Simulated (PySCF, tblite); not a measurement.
**C₅H₇N₃O₂: geometry, infrared bands and NMR shifts**

Aim: predict the infrared bands and NMR shifts of C₅H₇N₃O₂ (`COC(=O)c1nncn1C`).

The runs use tblite 0.8.0 and PySCF 2.14.0, with density-fitted response routines of our own; the level of theory stands in each step. All values are computed, except where a source is named. Atoms count from 0, in the outputs and in this text.

**1. Starting geometry**

17 atoms, charge 0, multiplicity 1; geometry from: force field or distance geometry start.

Bonds of the start (Å): C0–O1 1.43, O1–C2 1.34, C2–O3 1.24, C2–C4 1.45, C4–N5 1.32, N5–N6 1.37, N6–C7 1.31, C7–N8 1.35, N8–C9 1.44, N8–C4 1.37, C0–H10 1.09, C0–H11 1.09, C0–H12 1.08, C7–H13 1.08, C9–H14 1.10, C9–H15 1.09, C9–H16 1.10.

**2. Geometry optimisation with GFN2-xTB**

What the job is given:

```
{"job": {"kind": "relax", "xc": "GFN2-xTB", "basis": "xTB"}, "charge": 0, "multiplicity": 1}
C      3.264600     0.149800     0.347300
O      2.013900    -0.542700     0.456500
C      0.930600     0.179100     0.120400
O      0.958100     1.353700    -0.278900
C     -0.281800    -0.604400     0.274500
N     -0.330800    -1.857500     0.681600
N     -1.639600    -2.260500     0.692700
C     -2.365200    -1.249700     0.292400
N     -1.560800    -0.198600     0.009700
C     -1.995500     1.093500    -0.460800
H      3.265600     1.022100     1.008900
H      3.425900     0.449200    -0.688400
H      4.054300    -0.522800     0.661700
H     -3.443200    -1.249200     0.181500
H     -1.693100     1.861000     0.264200
H     -3.082100     1.104600    -0.558900
H     -1.527800     1.284500    -1.434400
```

Launch:

```console
$ OMP_NUM_THREADS=1 python probes_run.py task.json out
```

This one command runs all jobs of the session in turn.

**Question.** This job is followed by: GFN2-xTB harmonic vibrations, gas phase; GIAO PBE0/pcSseg-1 NMR shielding, non-relativistic, gas phase. Predict these results of the whole session: strongest single infrared mode (GFN2-xTB); zero-point energy (GFN2-xTB); ¹³C shifts against TMS (PBE0/pcSseg-1); ¹H shifts against TMS (PBE0/pcSseg-1, means over atoms taken as alike); ¹⁷O shifts against H2O (PBE0/pcSseg-1); ¹⁵N shifts against NH3 (PBE0/pcSseg-1); surface potential, 1st and 99th percentile.

The runs gave:

| quantity | value |
| --- | --- |
| strongest single infrared mode (GFN2-xTB) | 1734 cm⁻¹, 374 km/mol |
| zero-point energy (GFN2-xTB) | 78.7 kcal/mol |
| ¹³C shifts against TMS (PBE0/pcSseg-1) | 167.8, 150.3, 149.2, 54.0, 34.5 ppm |
| ¹H shifts against TMS (PBE0/pcSseg-1, means over atoms taken as alike) | 7.83, 4.20, 4.04 ppm |
| ¹⁷O shifts against H2O (PBE0/pcSseg-1) | 417.8, 189.2 ppm |
| ¹⁵N shifts against NH3 (PBE0/pcSseg-1) | 399.4, 371.8, 199.0 ppm |
| surface potential, 1st and 99th percentile | -2.17 V and 1.65 V |

**Reading.** Over 39 steps the energy fell by 0.150 eV; of the close pairs, N5–N6 changed most, 1.369 to 1.326 Å. No mode is imaginary among the 45: a minimum at this level. The strongest single mode, at 1734 cm⁻¹, moves mainly C2 and O3. Unscaled tight-binding wavenumbers are off by several per cent, some by more. Its intensities can rank the bands wrongly. At PBE0/pcSseg-1: Shielding is most anisotropic at O3 (span 666 ppm, paramagnetic term -488 ppm). NICS(1)zz of -30 ppm above the planar ring from C4 marks a diatropic (aromatic) ring current. At PBE0/pcSseg-1, counted by nearest atom on the grid, the HOMO lies on N5, N6 about 41 % each; C4, C7 about 7 % each, the LUMO on C2 23 %; O3 16 %.
